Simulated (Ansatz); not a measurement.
# Cl− with H₂O: structure and interaction energy, part 2 of 2

Ansatz 0.2.0, Gaussian basis. Earlier steps stand in the parts before.

### 8 CCSD(T)/def2-TZVPPD

The inputs:

ab/in.yaml

```yaml
crystal:
  periodic: [false, false, false]
  atoms:
    - {symbol: Cl, position_ang: [0.173949, 0.059808, -2.087242]}
    - {symbol: O, position_ang: [0.219655, -0.026014, 1.001306]}
    - {symbol: H, position_ang: [-0.737284, -0.036341, 1.068533]}
    - {symbol: H, position_ang: [0.343680, 0.002547, 0.017303]}
basis:
  gaussian: {orbitals: "def2-TZVPPD.json"}
total_charge: -1
correlation: {method: ccsd_t}
```

a/in.yaml

```yaml
crystal:
  periodic: [false, false, false]
  atoms:
    - {symbol: Cl, position_ang: [0.173949, 0.059808, -2.087242]}
basis:
  gaussian:
    orbitals: "def2-TZVPPD.json"
    ghost_atoms:
      - {symbol: O, position_ang: [0.219655, -0.026014, 1.001306]}
      - {symbol: H, position_ang: [-0.737284, -0.036341, 1.068533]}
      - {symbol: H, position_ang: [0.343680, 0.002547, 0.017303]}
total_charge: -1
correlation: {method: ccsd_t}
```

b/in.yaml

```yaml
crystal:
  periodic: [false, false, false]
  atoms:
    - {symbol: O, position_ang: [0.219655, -0.026014, 1.001306]}
    - {symbol: H, position_ang: [-0.737284, -0.036341, 1.068533]}
    - {symbol: H, position_ang: [0.343680, 0.002547, 0.017303]}
basis:
  gaussian:
    orbitals: "def2-TZVPPD.json"
    ghost_atoms:
      - {symbol: Cl, position_ang: [0.173949, 0.059808, -2.087242]}
correlation: {method: ccsd_t}
```

The same command starts each run, in its folder.

The run is started by

```console
ansatz run in.yaml --threads 2 --pin off --events-out ev --progress --plain --max-ram 5222MiB
```

ab printed, shortened:

```text
Functional definition: HF
  name "HF"
  cite "Fock, Z. Phys. 61, 126 (1930) doi:10.1007/BF01340294"
  parent pbe
[...]
722 factors; integrals over basis functions are off by at most 1.4e-3 eV
[...]
mean field -14575.65785417 eV, -535.6455464051 hartree, gradient 5.5e-6 eV, S^2 0.000000; 0 other end points of the search recorded, 0 dependent functions left out
6 core orbitals not correlated: weight in the atoms' cores, before any rotation towards them, 1.000 or more for the frozen orbitals, at most 0.000 for the correlated occupied ones
reference -14575.65785417 eV, -535.6455464051 hartree; 8, 8 occupied and 111, 111 virtual orbitals, 722 factors
second order -12.90608708 eV of doubles, -0.00000000 eV of singles
cycle   1  -13.15174430 eV  change   -2.5e-1 eV  update   6.4e-2
[...]
cycle   9  -13.44090236 eV  change   -8.7e-6 eV  update   1.5e-5
perturbative correction -0.49263024 eV, -0.0181038274 hartree
Total energy: -14589.59138677 eV, -536.1575942836 hartree
```

Output in a, shortened:

```text
[... 4 set-up lines as earlier in the session ...]
[...]
727 factors; integrals over basis functions are off by at most 1.4e-3 eV
[...]
mean field -12505.39468755 eV, -459.5647783064 hartree, gradient 3.0e-6 eV, S^2 0.000000; 0 other end points of the search recorded, 0 dependent functions left out
5 core orbitals not correlated: weight in the atoms' cores, before any rotation towards them, 1.000 or more for the frozen orbitals, at most 0.000 for the correlated occupied ones
reference -12505.39468755 eV, -459.5647783064 hartree; 4, 4 occupied and 116, 116 virtual orbitals, 727 factors
second order -5.57630518 eV of doubles, -0.00000000 eV of singles
cycle   1  -5.88346166 eV  change   -3.1e-1 eV  update   4.0e-2
[...]
cycle   9  -6.00088697 eV  change   -2.0e-6 eV  update   6.5e-6
perturbative correction -0.24935295 eV, -0.0091635517 hartree
Total energy: -12511.64492746 eV, -459.7944703867 hartree
```

Log of b, shortened:

```text
[... 4 set-up lines as earlier in the session ...]
[...]
723 factors; integrals over basis functions are off by at most 1.4e-3 eV
[...]
mean field -2069.72813527 eV, -76.0611060590 hartree, gradient 1.1e-6 eV, S^2 0.000000; 0 other end points of the search recorded, 0 dependent functions left out
1 core orbitals not correlated: weight in the atoms' cores, before any rotation towards them, 1.000 or more for the frozen orbitals, at most 0.000 for the correlated occupied ones
reference -2069.72813527 eV, -76.0611060590 hartree; 4, 4 occupied and 120, 120 virtual orbitals, 723 factors
second order -7.21846977 eV of doubles, -0.00000000 eV of singles
cycle   1  -7.18728200 eV  change    3.1e-2 eV  update   4.9e-2
[...]
cycle   9  -7.35905637 eV  change    1.6e-6 eV  update   5.4e-6
perturbative correction -0.22558092 eV, -0.0082899459 hartree
Total energy: -2077.31277256 eV, -76.3398363384 hartree
```

Times: 2.6 s (ab), 1.7 s (a), 1.8 s (b) on 2 threads of Intel Xeon 6975P-C, shared host; peak memory 0.65 GiB.

E(ab) − E(a) − E(b) = -61.14 kJ/mol.

### 9 Hartree-Fock/STO-3G

ab/in.yaml, as its differences from that of step 8:

```diff
@@ -8,4 +8,4 @@
 basis:
-  gaussian: {orbitals: "def2-TZVPPD.json"}
+  gaussian: {orbitals: STO-3G}
 total_charge: -1
-correlation: {method: ccsd_t}
+hamiltonian: {xc: hf}
```

a/in.yaml, as its differences from that of step 8:

```diff
@@ -6,3 +6,3 @@
   gaussian:
-    orbitals: "def2-TZVPPD.json"
+    orbitals: STO-3G
     ghost_atoms:
@@ -12,2 +12,2 @@
 total_charge: -1
-correlation: {method: ccsd_t}
+hamiltonian: {xc: hf}
```

b/in.yaml, as its differences from that of step 8:

```diff
@@ -8,5 +8,5 @@
   gaussian:
-    orbitals: "def2-TZVPPD.json"
+    orbitals: STO-3G
     ghost_atoms:
       - {symbol: Cl, position_ang: [0.173949, 0.059808, -2.087242]}
-correlation: {method: ccsd_t}
+hamiltonian: {xc: hf}
```

One command serves all of them, each in its own folder.

The run is started by

```console
ansatz run in.yaml --threads 2 --pin off --events-out ev --progress --plain --max-ram 5222MiB
```

Log of ab:

```text
[... 4 set-up lines as earlier in the session ...]
  exchange = exact_x
  correlation = 0
184 factors; integrals over basis functions are off by at most 1.1e-5 eV
mean field evaluation 1: about -14407.3761 eV, gradient 8.9e0 eV
mean field evaluation 2: about -14407.4185 eV, gradient 9.0e0 eV
mean field evaluation 4: about -14407.7384 eV, gradient 4.2e-1 eV
mean field evaluation 8: about -14407.7391 eV, gradient 2.2e-5 eV
mean field -14407.73913482 eV, -529.4746472881 hartree, gradient 3.7e-5 eV, S^2 0.000000; 0 other end points of the search recorded, 0 dependent functions left out
reference -14407.73913482 eV, -529.4746472881 hartree; 14, 14 occupied and 2, 2 virtual orbitals, 184 factors
Total energy: -14407.73913482 eV, -529.4746472881 hartree
```

a printed, shortened:

```text
[... 6 set-up lines as earlier in the session ...]
159 factors; integrals over basis functions are off by at most 2.7e-3 eV
mean field evaluation 1: about -12367.3197 eV, gradient 1.7e0 eV
mean field evaluation 2: about -12367.3196 eV, gradient 1.7e0 eV
mean field evaluation 4: about -12367.3369 eV, gradient 2.1e-2 eV
mean field -12367.33687663 eV, -454.4912473342 hartree, gradient 1.3e-5 eV, S^2 0.000000; 0 other end points of the search recorded, 0 dependent functions left out
reference -12367.33687663 eV, -454.4912473342 hartree; 9, 9 occupied and 7, 7 virtual orbitals, 159 factors
Total energy: -12367.33687663 eV, -454.4912473342 hartree
```

Output in b, shortened:

```text
[... 6 set-up lines as earlier in the session ...]
159 factors; integrals over basis functions are off by at most 1.0e-3 eV
mean field evaluation 1: about -2038.7539 eV, gradient 1.8e1 eV
mean field evaluation 2: about -2038.7757 eV, gradient 1.8e1 eV
mean field evaluation 4: about -2039.9067 eV, gradient 4.3e-1 eV
mean field evaluation 8: about -2039.9064 eV, gradient 3.6e-5 eV
mean field -2039.90639895 eV, -74.9651774632 hartree, gradient 3.6e-5 eV, S^2 0.000000; 0 other end points of the search recorded, 0 dependent functions left out
reference -2039.90639895 eV, -74.9651774632 hartree; 5, 5 occupied and 11, 11 virtual orbitals, 159 factors
Total energy: -2039.90639895 eV, -74.9651774632 hartree
```

Times: 0.05 s (ab), 0.05 s (a), 0.05 s (b) on 2 threads of Intel Xeon 6975P-C, shared host.

Interaction energy, ab − a − b: -47.84 kJ/mol.

### 10 SPW92/def2-SVP

ab/in.yaml, as its differences from that of step 9:

```diff
@@ -8,4 +8,4 @@
 basis:
-  gaussian: {orbitals: STO-3G}
+  gaussian: {orbitals: def2-SVP}
 total_charge: -1
-hamiltonian: {xc: hf}
+hamiltonian: {xc: lda}
```

a/in.yaml, as its differences from that of step 9:

```diff
@@ -6,3 +6,3 @@
   gaussian:
-    orbitals: STO-3G
+    orbitals: def2-SVP
     ghost_atoms:
@@ -12,2 +12,2 @@
 total_charge: -1
-hamiltonian: {xc: hf}
+hamiltonian: {xc: lda}
```

b/in.yaml, as its differences from that of step 9:

```diff
@@ -8,5 +8,5 @@
   gaussian:
-    orbitals: STO-3G
+    orbitals: def2-SVP
     ghost_atoms:
       - {symbol: Cl, position_ang: [0.173949, 0.059808, -2.087242]}
-hamiltonian: {xc: hf}
+hamiltonian: {xc: lda}
```

One command serves all of them, each in its own folder.

The run is started by

```console
ansatz run in.yaml --threads 2 --pin off --events-out ev --progress --plain --max-ram 5222MiB
```

ab printed:

```text
Functional definition: SPW92
  name "SPW92"
  cite "Dirac, Proc. Camb. Phil. Soc. 26, 376 (1930) doi:10.1017/S0305004100016108"
  cite "Slater, Phys. Rev. 81, 385 (1951) doi:10.1103/PhysRev.81.385"
  cite "Perdew & Wang, Phys. Rev. B 45, 13244 (1992) doi:10.1103/PhysRevB.45.13244"
  exchange = slater_x
  correlation = pw_c
454 factors; their error is unknown
mean field evaluation 1: about -14541.8947 eV, gradient 1.2e1 eV
mean field evaluation 2: about -14541.6394 eV, gradient 1.8e1 eV
mean field evaluation 4: about -14542.1757 eV, gradient 6.9e-1 eV
mean field evaluation 8: about -14542.1551 eV, gradient 4.9e-3 eV
mean field -14542.15511846 eV, -534.4143435765 hartree, gradient 1.0e-5 eV, S^2 0.000000; 0 other end points of the search recorded, 0 dependent functions left out
reference -14542.15513699 eV, -534.4143442575 hartree; 14, 14 occupied and 28, 28 virtual orbitals, 454 factors
Total energy: -14542.15513699 eV, -534.4143442575 hartree
```

Output in a, shortened:

```text
[... 7 set-up lines as earlier in the session ...]
382 factors; their error is unknown
mean field evaluation 1: about -12477.6191 eV, gradient 2.3e1 eV
mean field evaluation 2: about -12477.5641 eV, gradient 2.3e1 eV
mean field evaluation 4: about -12478.7562 eV, gradient 1.7e-1 eV
mean field evaluation 8: about -12478.7437 eV, gradient 2.4e-3 eV
mean field -12478.74365622 eV, -458.5853709698 hartree, gradient 1.5e-5 eV, S^2 0.000000; 0 other end points of the search recorded, 0 dependent functions left out
reference -12478.74367456 eV, -458.5853716438 hartree; 9, 9 occupied and 33, 33 virtual orbitals, 382 factors
Total energy: -12478.74367456 eV, -458.5853716438 hartree
```

Output in b, shortened:

```text
[... 7 set-up lines as earlier in the session ...]
411 factors; their error is unknown
mean field evaluation 1: about -2057.9094 eV, gradient 5.2e1 eV
mean field evaluation 2: about -2046.6970 eV, gradient 9.2e1 eV
mean field evaluation 4: about -2062.4455 eV, gradient 4.2e-1 eV
mean field evaluation 8: about -2062.4368 eV, gradient 3.4e-3 eV
mean field -2062.43683306 eV, -75.7931556450 hartree, gradient 1.2e-5 eV, S^2 0.000000; 0 other end points of the search recorded, 0 dependent functions left out
reference -2062.43684944 eV, -75.7931562470 hartree; 5, 5 occupied and 37, 37 virtual orbitals, 411 factors
Total energy: -2062.43684944 eV, -75.7931562470 hartree
```

Times: 0.15 s (ab), 0.1 s (a), 0.1 s (b) on 2 threads of Intel Xeon 6975P-C, shared host.

E(ab) − E(a) − E(b) = -94.04 kJ/mol.

### 11 wB97M-V/def2-SVP

The same edit goes into each in.yaml of step 10 (ab, a, b):

```diff
-hamiltonian: {xc: lda}
+hamiltonian: {xc: {name: wB97M-V}}
```

Each run has its own folder and the same command.

The run is started by

```console
ansatz run in.yaml --threads 2 --pin off --events-out ev --progress --plain --max-ram 5222MiB
```

Log of ab, shortened:

```text
[... 5 set-up lines as earlier in the session ...]
  # Of w^i u^j: cxij and so on, Table III.
[...]
  gx(w, u) = 1 - cx + cx01*u + cx10*w
  gss(w, u) = css00 + css04*u^4 + css10*w + css20*w^2 + css43*w^4*u^3
  gos(w, u) = cos00 + cos10*w + (cos20 + cos21*u)*w^2 + (cos60 + cos61*u)*w^6
[...]
      + integral(e_c_pw_mod_opposite_spin*gos(b97_w_opposite, b97_u_opposite)) + vv10(b, c)
394 factors; integrals over basis functions are off by at most 1.4e-3 eV
97 factors; integrals over basis functions are off by at most 3.6e-5 eV
[...]
mean field -14596.70699144 eV, -536.4190879322 hartree, gradient 4.2e-5 eV, S^2 0.000000; 0 other end points of the search recorded, 0 dependent functions left out
reference -14596.70701370 eV, -536.4190887501 hartree; 14, 14 occupied and 28, 28 virtual orbitals, 394 factors
Total energy: -14596.70701370 eV, -536.4190887501 hartree
```

Output in a, shortened:

```text
[... 5 set-up lines as earlier in the session ...]
  # Of w^i u^j: cxij and so on, Table III.
[...]
  gx(w, u) = 1 - cx + cx01*u + cx10*w
  gss(w, u) = css00 + css04*u^4 + css10*w + css20*w^2 + css43*w^4*u^3
  gos(w, u) = cos00 + cos10*w + (cos20 + cos21*u)*w^2 + (cos60 + cos61*u)*w^6
[...]
      + integral(e_c_pw_mod_opposite_spin*gos(b97_w_opposite, b97_u_opposite)) + vv10(b, c)
393 factors; their error is unknown
96 factors; integrals over basis functions are off by at most 3.6e-5 eV
[...]
mean field -12519.01230397 eV, -460.0652164795 hartree, gradient 4.8e-5 eV, S^2 0.000000; 0 other end points of the search recorded, 0 dependent functions left out
reference -12519.01232609 eV, -460.0652172925 hartree; 9, 9 occupied and 33, 33 virtual orbitals, 393 factors
Total energy: -12519.01232609 eV, -460.0652172925 hartree
```

b printed, shortened:

```text
[... 5 set-up lines as earlier in the session ...]
  # Of w^i u^j: cxij and so on, Table III.
[...]
  gx(w, u) = 1 - cx + cx01*u + cx10*w
  gss(w, u) = css00 + css04*u^4 + css10*w + css20*w^2 + css43*w^4*u^3
  gos(w, u) = cos00 + cos10*w + (cos20 + cos21*u)*w^2 + (cos60 + cos61*u)*w^6
[...]
      + integral(e_c_pw_mod_opposite_spin*gos(b97_w_opposite, b97_u_opposite)) + vv10(b, c)
411 factors; their error is unknown
88 factors; integrals over basis functions are off by at most 4.1e-5 eV
[...]
mean field -2076.92219753 eV, -76.3254829709 hartree, gradient 3.4e-5 eV, S^2 0.000000; 0 other end points of the search recorded, 0 dependent functions left out
reference -2076.92221835 eV, -76.3254837359 hartree; 5, 5 occupied and 37, 37 virtual orbitals, 411 factors
Total energy: -2076.92221835 eV, -76.3254837359 hartree
```

Wall times: 0.55 s (ab), 0.55 s (a), 0.45 s (b) on 2 threads of Intel Xeon 6975P-C, shared host.

E(ab) − E(a) − E(b) = -74.53 kJ/mol.

### 12 CCSD(T)/def2-SVP

Each input of step 11 (ab, a, b) changes in the same lines:

```diff
-hamiltonian: {xc: {name: wB97M-V}}
+correlation: {method: ccsd_t}
```

The same command starts each run, in its folder.

The run is started by

```console
ansatz run in.yaml --threads 2 --pin off --events-out ev --progress --plain --max-ram 5222MiB
```

Output in ab, shortened:

```text
[... 4 set-up lines as earlier in the session ...]
[...]
394 factors; integrals over basis functions are off by at most 1.4e-3 eV
[...]
mean field -14567.95130193 eV, -535.3623358338 hartree, gradient 1.3e-6 eV, S^2 0.000000; 0 other end points of the search recorded, 0 dependent functions left out
6 core orbitals not correlated: weight in the atoms' cores, before any rotation towards them, 1.000 or more for the frozen orbitals, at most 0.000 for the correlated occupied ones
reference -14567.95130193 eV, -535.3623358338 hartree; 8, 8 occupied and 28, 28 virtual orbitals, 394 factors
second order -9.16588461 eV of doubles, -0.00000000 eV of singles
cycle   1  -9.55342872 eV  change   -3.9e-1 eV  update   4.4e-2
[...]
cycle   8  -9.73380182 eV  change    1.2e-6 eV  update   1.2e-5
perturbative correction -0.12384925 eV, -0.0045513761 hartree
Total energy: -14577.80895300 eV, -535.7245978288 hartree
```

Output in a, shortened:

```text
[... 4 set-up lines as earlier in the session ...]
[...]
342 factors; integrals over basis functions are off by at most 1.3e-3 eV
[...]
mean field -12500.35465049 eV, -459.3795603609 hartree, gradient 7.6e-6 eV, S^2 0.000000; 0 other end points of the search recorded, 0 dependent functions left out
5 core orbitals not correlated: weight in the atoms' cores, before any rotation towards them, 1.000 or more for the frozen orbitals, at most 0.000 for the correlated occupied ones
reference -12500.35465049 eV, -459.3795603609 hartree; 4, 4 occupied and 33, 33 virtual orbitals, 342 factors
second order -3.60527490 eV of doubles, -0.00000000 eV of singles
cycle   1  -3.87820733 eV  change   -2.7e-1 eV  update   2.7e-2
[...]
cycle   8  -3.93941693 eV  change   -3.2e-6 eV  update   9.2e-6
perturbative correction -0.03377331 eV, -0.0012411463 hartree
Total energy: -12504.32784074 eV, -459.5255724092 hartree
```

b printed, shortened:

```text
[... 4 set-up lines as earlier in the session ...]
[...]
323 factors; integrals over basis functions are off by at most 1.5e-3 eV
[...]
mean field -2066.95136384 eV, -75.9590615910 hartree, gradient 7.6e-7 eV, S^2 0.000000; 0 other end points of the search recorded, 0 dependent functions left out
1 core orbitals not correlated: weight in the atoms' cores, before any rotation towards them, 1.000 or more for the frozen orbitals, at most 0.000 for the correlated occupied ones
reference -2066.95136384 eV, -75.9590615910 hartree; 4, 4 occupied and 37, 37 virtual orbitals, 323 factors
second order -5.52579928 eV of doubles, -0.00000000 eV of singles
cycle   1  -5.65828173 eV  change   -1.3e-1 eV  update   3.5e-2
[...]
cycle   9  -5.78533651 eV  change    1.6e-6 eV  update   4.0e-6
perturbative correction -0.08528096 eV, -0.0031340175 hartree
Total energy: -2072.82198131 eV, -76.1748028039 hartree
```

Wall times: 0.2 s (ab), 0.15 s (a), 0.15 s (b) on 2 threads of Intel Xeon 6975P-C, shared host.

E(ab) − E(a) − E(b) = -63.60 kJ/mol.

### 13 Vibrations of the pair

vib/in.yaml reads:

```yaml
crystal:
  periodic: [false, false, false]
  atoms:
    - {symbol: Cl, position_ang: [0.173949, 0.059808, -2.087242]}
    - {symbol: O, position_ang: [0.219655, -0.026014, 1.001306]}
    - {symbol: H, position_ang: [-0.737284, -0.036341, 1.068533]}
    - {symbol: H, position_ang: [0.343680, 0.002547, 0.017303]}
basis:
  gaussian: {orbitals: def2-TZVP}
total_charge: -1
hamiltonian: {xc: pbe0, dispersion: d4}
phonons: {temperatures: {t_min: 298.15, t_max: 900, t_step: 200}}
```

The run is started by

```console
ansatz run in.yaml --threads 2 --pin off --events-out ev --progress --plain --max-ram 5222MiB
```

Log, shortened:

```text
[... 5 set-up lines as earlier in the session ...]
[...]
507 factors; their error is unknown
[...]
mean field -14599.54502454 eV, -536.5233837248 hartree, gradient 7.4e-5 eV, S^2 0.000000; 0 other end points of the search recorded, 0 dependent functions left out
[...]
reference -14599.54504158 eV, -536.5233843509 hartree; 14, 14 occupied and 66, 66 virtual orbitals, 507 factors
[... from here to the last solve, the lines of the solves are left out (23 solves) ...]
507 factors; their error is unknown
mean field -14599.54500057 eV, -536.5233828441 hartree, gradient 2.5e-6 eV, S^2 0.000000; 0 other end points of the search recorded, 0 dependent functions left out
[...]
reference -14599.54501761 eV, -536.5233834700 hartree; 14, 14 occupied and 66, 66 virtual orbitals, 507 factors
Total energy: -14599.57288228 eV, -536.5244074777 hartree
Atom 0 at     0.173949     0.059808    -2.087242 Å, force    -0.013615    -0.001051     0.033196 eV/Å
Atom 1 at     0.219655    -0.026014     1.001306 Å, force    -0.032515    -0.001330     0.037013 eV/Å
Atom 2 at    -0.737284    -0.036341     1.068533 Å, force     0.024905     0.001076    -0.030587 eV/Å
Atom 3 at     0.343680     0.002547     0.017303 Å, force     0.021225     0.001305    -0.039622 eV/Å
Dipole moment:    -0.295603    -0.014426     0.423161 e Å
Vibrations: 204.29 377.75 771.16 1679.57 3305.81 3900.35 cm⁻¹, zero-point energy 0.634733 eV
```

Run time: 6 s. Hardware: 2 threads of Intel Xeon 6975P-C, shared host.

The modes, with what each moves most:

| mode | wavenumber (cm⁻¹) | character |
| --- | --- | --- |
| 1 | 204 | not assigned (largely outside the bonds, angles and torsions drawn) |
| 2 | 378 | not assigned (largely outside the bonds, angles and torsions drawn) |
| 3 | 771 | not assigned (largely outside the bonds, angles and torsions drawn) |
| 4 | 1680 | bend |
| 5 | 3306 | O–H stretch |
| 6 | 3900 | O–H stretch |

Vibrational sums (real modes only):

| T (K) | entropy (J/mol/K) | heat capacity (J/mol/K) |
| --- | --- | --- |
| 298 | 14.1 | 17.1 |
| 498 | 24.4 | 22.8 |
| 698 | 32.8 | 26.8 |
| 898 | 39.9 | 30.1 |

### 14 The ladder

The basis limit takes Hartree-Fock with exponent 7.88 and MP2 correlation with exponent 2.97 from the triple- and quadruple-zeta runs, and adds the coupled-cluster step over MP2 from triple zeta. Where a quadruple-zeta run was CCSD(T), only its Hartree-Fock and MP2 parts are used.

Rows are in def2-TZVPPD; times add the 3 runs of a level on a shared host, so small differences are noise.

Differences are taken before rounding.

| method | rung | interaction (kJ/mol) | from CCSD(T)/CBS (kJ/mol) | time |
| --- | --- | --- | --- | --- |
| PBE-D4 | GGA | -69.41 | -4.86 | 1.1 s |
| revPBE-D4 | GGA | -65.44 | -0.90 | 1.1 s |
| BLYP-D4 | GGA | -65.13 | -0.59 | 1.3 s |
| r2SCAN-D4 | meta-GGA | -68.31 | -3.76 | 1.9 s |
| B97M-V | meta-GGA | -63.51 | +1.04 | 3.2 s |
| PBE0-D4 | hybrid | -68.48 | -3.93 | 1.3 s |
| B3LYP-D4 | hybrid | -66.11 | -1.56 | 1.5 s |
| HSE06-D4 | screened hybrid | -68.46 | -3.91 | 1.5 s |
| wB97X-V | range-separated hybrid | -65.34 | -0.79 | 3.4 s |
| wB97M-V | range-separated hybrid | -64.68 | -0.13 | 3.5 s |
| B2PLYP | double hybrid | -62.42 | +2.13 | 2.1 s |
| Hartree-Fock | wavefunction | -51.62 | +12.93 |  |
| MP2 | wavefunction | -62.36 | +2.19 |  |
| CCSD | wavefunction | -59.43 | +5.11 |  |
| CCSD(T) | wavefunction | -61.14 | +3.41 | 6.1 s |
| CCSD(T)/CBS |  | -64.55 | 0 |  |

Among the levels timed on like hardware, those that no quicker one beats, quickest first: PBE-D4 (1.1 s, -4.86 kJ/mol); revPBE-D4 (1.1 s, -0.90 kJ/mol); BLYP-D4 (1.3 s, -0.59 kJ/mol); wB97M-V (3.5 s, -0.13 kJ/mol).

wB97M-V reaches 0.13 kJ/mol from the reference in 3.5 s; the quickest level in the cost chart, PBE-D4, takes 1.1 s and misses by 4.86 kJ/mol.

### 15 What came out

The summary covers parts 1 to 2.

| quantity | value |
| --- | --- |
| interaction energy, CCSD(T)/CBS | -64.55 kJ/mol |
| of it Hartree-Fock (basis limit) | -51.72 kJ/mol |
| D4 term of PBE0-D4 | -2.27 kJ/mol |
| shortest contact | Cl1–H4 2.11 Å |
| lowest wavenumber | 204 cm⁻¹ |

What this shows: The pair is bound by 64.55 kJ/mol at fixed fragment shapes. Hartree-Fock gives 80 % of it, so electrostatics, induction and charge transfer lead. Among the functionals wB97M-V lands nearest to CCSD(T)/CBS (-0.13 kJ/mol) and PBE-D4 farthest (-4.86 kJ/mol). Mean unsigned error by rung: GGA 2.11, meta-GGA 2.40, hybrid 2.75, screened hybrid 3.91, range-separated hybrid 0.46, double hybrid 2.13 kJ/mol. PBE-D4 gives an interaction energy 4.86 kJ/mol too low, an error of 8 % of the reference. CCSD(T) moves by -3.41 kJ/mol from triple zeta to the limit; gaps between functionals far smaller than that don't rank them. A lower arrangement may exist.
